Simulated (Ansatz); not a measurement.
## Rb₂InBiF₆, space group Fm-3m: a single point, step by step

Program: the Python package of Ansatz (0.2.0).

The cells in order, each with its output:

In [1]:
```python
from pathlib import Path
import warnings

import ansatz as az
from ase.data import atomic_numbers
import numpy as np
import spglib
```

In [2]:
```python
XC = "r2scan"
K_DENSITY = 2.5
```

In [3]:
```python
warnings.simplefilter("ignore", az.DeckWarning)
```

In [4]:
```python
lattice = az.Lattice.of(
    [0.0, 4.875861, 4.875861],
    [4.875861, 0.0, 4.875861],
    [4.875861, 4.875861, 0.0],
)
sites = [
    ("Rb", [0.75, 0.75, 0.75]),
    ("Rb", [0.25, 0.25, 0.25]),
    ("In", [0.5, 0.5, 0.5]),
    ("Bi", [0.0, 0.0, 0.0]),
    ("F", [0.766252, 0.233748, 0.233748]),
    ("F", [0.233748, 0.233748, 0.766252]),
    ("F", [0.233748, 0.766252, 0.766252]),
    ("F", [0.233748, 0.766252, 0.233748]),
    ("F", [0.766252, 0.233748, 0.766252]),
    ("F", [0.766252, 0.766252, 0.233748]),
]
system = az.Crystal(lattice=lattice)
for symbol, position in sites:
    system = system.atom(symbol, position)
```

In [5]:
```python
len(system.resolved().sites)
```
Out [5]:
```text
10
```

In [6]:
```python
model = (
    system.calculation()
    .functional(XC)
    .pseudopotentials("paw")
    .basis(21 * az.Ha)
    .kpoints(density=K_DENSITY)
    .occupations(az.OccupationsMethod.FIXED)
    .compute(potential_components=True, stress=True)
)
out = model.run(threads=1)
rep = out.report
```

In [7]:
```python
out.unlabelled_reasons
```
Out [7]:
```text
['no_forces']
```

In [8]:
```python
rep["converged"], rep["free_energy_ev"]
```
Out [8]:
```text
(True, -29445.07256451298)
```

In [9]:
```python
for key in ("converged", "n_iterations", "n_electrons", "n_kpoints", "n_pw", "n_symmetry_ops", "free_energy_ev", "fermi_energy_ev"):
    print(f"{key:18s} {rep[key]}")

folder = Path(out.write_results("parts"))
text = (folder / "v_comp_z.tsv").read_text().splitlines()
rows = np.array([line.split() for line in text if not line.startswith("#")], dtype=float)
print(text[0])
print(np.array2string(rows[:: max(len(rows) // 12, 1)], precision=3, suppress_small=True))
```
```text
converged          True
n_iterations       7
n_electrons        88.0
n_kpoints          4
n_pw               7239
n_symmetry_ops     48
free_energy_ev     -29445.07256451298
fermi_energy_ev    4.6383130898377605
# z_ang	v_loc[eV]	v_h[eV]	v_xc[eV]
[[  0.      2.559  -0.818  -6.419]
 [  0.511   2.211   0.623  -7.229]
 [  1.022  -3.504   5.724  -9.23 ]
 [  1.532 -11.79   10.133 -10.55 ]
 [  2.043  -3.81    4.113  -9.894]
 [  2.554  10.69   -5.966  -7.765]
 [  3.065  15.676 -11.197  -6.61 ]
 [  3.575  16.223 -11.937  -6.541]
 [  4.086  14.081  -9.325  -6.965]
 [  4.597   4.303  -1.222  -8.873]
 [  5.108 -10.054   8.462 -10.494]
 [  5.619  -8.833   8.773 -10.144]
 [  6.129   0.807   2.717  -8.16 ]
 [  6.64    2.53   -0.487  -6.637]]
```

In [10]:
```python
spg_cell = (out.lattice.cell_ang, [s.position_frac for s in out.lattice.sites], [atomic_numbers[s.symbol] for s in out.lattice.sites])
found = spglib.get_symmetry_dataset(spg_cell, symprec=1e-3)
print(found.international, found.number, "point group", found.pointgroup)
for site, letter, group in zip(out.lattice.sites, found.wyckoffs, found.site_symmetry_symbols):
    print(f"  {site.symbol:2s} Wyckoff {letter}  site symmetry {group}")

principal = np.linalg.eigvalsh(np.array(rep["stress_gpa"]))
mises = np.sqrt(0.5 * sum((principal[i] - principal[i - 1]) ** 2 for i in range(3)))
print("principal stresses (GPa, compression positive):", np.round(principal, 3))
print(f"mean {principal.mean():.3f} GPa, von Mises {mises:.3f} GPa, PV = {principal.mean() * rep['setup']['cell_volume_ang3'] / 160.21766:.4f} eV")
```
```text
Fm-3m 225 point group m-3m
  Rb Wyckoff c  site symmetry -43m
  Rb Wyckoff c  site symmetry -43m
  In Wyckoff b  site symmetry m-3m
  Bi Wyckoff a  site symmetry m-3m
  F  Wyckoff e  site symmetry 4m.m
  F  Wyckoff e  site symmetry 4m.m
  F  Wyckoff e  site symmetry 4m.m
  F  Wyckoff e  site symmetry 4m.m
  F  Wyckoff e  site symmetry 4m.m
  F  Wyckoff e  site symmetry 4m.m
principal stresses (GPa, compression positive): [-1.704 -1.704 -1.704]
mean -1.704 GPa, von Mises 0.000 GPa, PV = -2.4657 eV
```

Total energies depend on the potentials; only differences at equal settings carry meaning. A total without «per atom» is that of the cell as typed. The Fermi level of a run with fixed occupations marks the highest occupied state on its mesh, not mid-gap. Only differences from the Fermi energy are physical; the zero of the scale is a convention. Spin-orbit coupling, which matters for elements this heavy, is left out. This cell is a computed structure, which may not be the phase found in nature. Hardware and time: 16 s on 1 thread of Arm Neoverse V1 (shared host), peak memory 1.3 GiB.

(Lines on the test bed's own set-up are left out of the output.)
